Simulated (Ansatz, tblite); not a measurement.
# ZrHF3: a ladder of methods and basis sets

Aim: run the singlet of ZrHF3 at one geometry on many levels, and compare frontier levels, spin and run time.

Computed with Ansatz 0.2.0, Gaussian basis. Level: as each input shows.

Levels to be run: GFN1-xTB, GFN2-xTB, PBE-D4/def2-TZVP, r2SCAN-D4/def2-TZVP, BLYP-D4/def2-TZVP, r2SCANh-D4/def2-TZVP, HF/def2-TZVP, LDA/def2-TZVP, HSE06-D4/def2-TZVP, B97M-V/def2-TZVP, ωB97X-V/def2-TZVP, PBE-D4/def2-SVP, PBE0-D4/def2-SVP, PBE0-D4/def2-TZVPD, PBE-D4/def2-TZVPD, r2SCAN-D4/def2-TZVPD, CCSD(T)/def2-TZVPP, MP2/def2-TZVP, RPA/def2-TZVP.

2 further runs of the same task are left out: 2 set aside as unsound or not needed.

## (1) The structure

The geometry is that of the singlet, from an earlier relaxation (PBE0-D4/def2-TZVP).

5 atoms, charge 0, spin multiplicity 1.

Bond lengths: Zr1–H2 1.845 Å, Zr1–F3 1.889 Å, Zr1–F4 1.889 Å, Zr1–F5 1.889 Å. Angles: H2–Zr1–F3 106.9°, H2–Zr1–F4 106.9°, H2–Zr1–F5 106.9°, F3–Zr1–F4 111.9°, F3–Zr1–F5 111.9°, F4–Zr1–F5 111.9°.

Geometry (Å):

```xyz
5
charge 0, multiplicity 1
Zr   -0.0002    0.0004   -0.0399
H     0.0104   -0.0174    1.8054
F     1.8047    0.0102   -0.5989
F    -0.9112    1.5692   -0.5682
F    -0.9036   -1.5623   -0.5983
```

Formally the metal is d0. Zr takes a core potential in the def2 sets. No spin-orbit coupling is included.

PBE0-D4/def2-TZVP was run before; its log isn't repeated, and its numbers join the tables.

## (2) GFN1-xTB

Tight binding, by tblite at 300 K electronic temperature and without a spin-polarisation term:

```python
tblite.interface.Calculator('GFN1-xTB', numbers, positions, charge=0, uhf=0).singlepoint()
```

Energy -478.3258 eV, HOMO -12.94 eV, LUMO -9.75 eV; 0.026 s.

## (3) GFN2-xTB

Tight binding, by tblite at 300 K electronic temperature and without a spin-polarisation term:

```python
tblite.interface.Calculator('GFN2-xTB', numbers, positions, charge=0, uhf=0).singlepoint()
```

Energy -452.7519 eV, HOMO -13.07 eV, LUMO -8.59 eV; 0.007 s.

## (4) PBE-D4/def2-TZVP

start.molden holds the orbitals of an earlier run on this state, given as this run's starting guess.

in.yaml reads:

```yaml
crystal:
  periodic: [false, false, false]
  atoms:
    - {symbol: Zr, position_ang: [-0.000207, 0.000407, -0.039916]}
    - {symbol: H, position_ang: [0.010362, -0.017434, 1.805408]}
    - {symbol: F, position_ang: [1.804670, 0.010163, -0.598907]}
    - {symbol: F, position_ang: [-0.911205, 1.569198, -0.568235]}
    - {symbol: F, position_ang: [-0.903620, -1.562333, -0.598340]}
basis:
  gaussian: {orbitals: def2-TZVP, initial_orbitals: start.molden}
hamiltonian: {xc: pbe, dispersion: d4}
scf: {omitted_lower_state_checks: [starts]}
output: {orbitals: {seedname: orbitals}}
```

The run is started by

```bash
> ansatz run in.yaml --threads 2 --pin off --events-out ev --progress --plain --max-ram 4352MiB
```

After this run come: r2SCAN-D4/def2-TZVP; BLYP-D4/def2-TZVP; r2SCANh-D4/def2-TZVP; HF/def2-TZVP; LDA/def2-TZVP; HSE06-D4/def2-TZVP; B97M-V/def2-TZVP; ωB97X-V/def2-TZVP; PBE-D4/def2-SVP; PBE0-D4/def2-SVP; PBE0-D4/def2-TZVPD; PBE-D4/def2-TZVPD; r2SCAN-D4/def2-TZVPD; CCSD(T)/def2-TZVPP; MP2/def2-TZVP; RPA/def2-TZVP.

**Question.** What will the summary of the whole plan be? Wanted: gap in def2-TZVP, named functionals and Hartree-Fock, smallest and largest; correlation energy, CCSD(T)/def2-TZVPP; correlation energy, MP2/def2-TZVP; binding an atom, CCSD(T)/def2-TZVPP; PBE0 total energy, smallest basis above largest.

The runs gave:

| quantity | value |
| --- | --- |
| gap in def2-TZVP, named functionals and Hartree-Fock, smallest and largest | 4.73 eV (LDA), 13.90 eV (HF) |
| correlation energy, CCSD(T)/def2-TZVPP | -30.96 eV |
| correlation energy, MP2/def2-TZVP | -28.92 eV |
| binding an atom, CCSD(T)/def2-TZVPP | 4.629 eV |
| PBE0 total energy, smallest basis above largest | 10.35 eV (def2-SVP, def2-TZVPD) |

In words: Orbital gaps of the named functionals and Hartree-Fock in def2-TZVP span 4.73 eV (LDA) to 13.90 eV (HF); exact exchange widens it. The functionals in def2-TZVP miss CCSD(T)/def2-TZVPP by -0.002 (PBE0-D4) to +0.783 eV (LDA) an atom. CCSD(T)/def2-TZVPP isn't at the basis-set limit; small misses against it rank nothing.
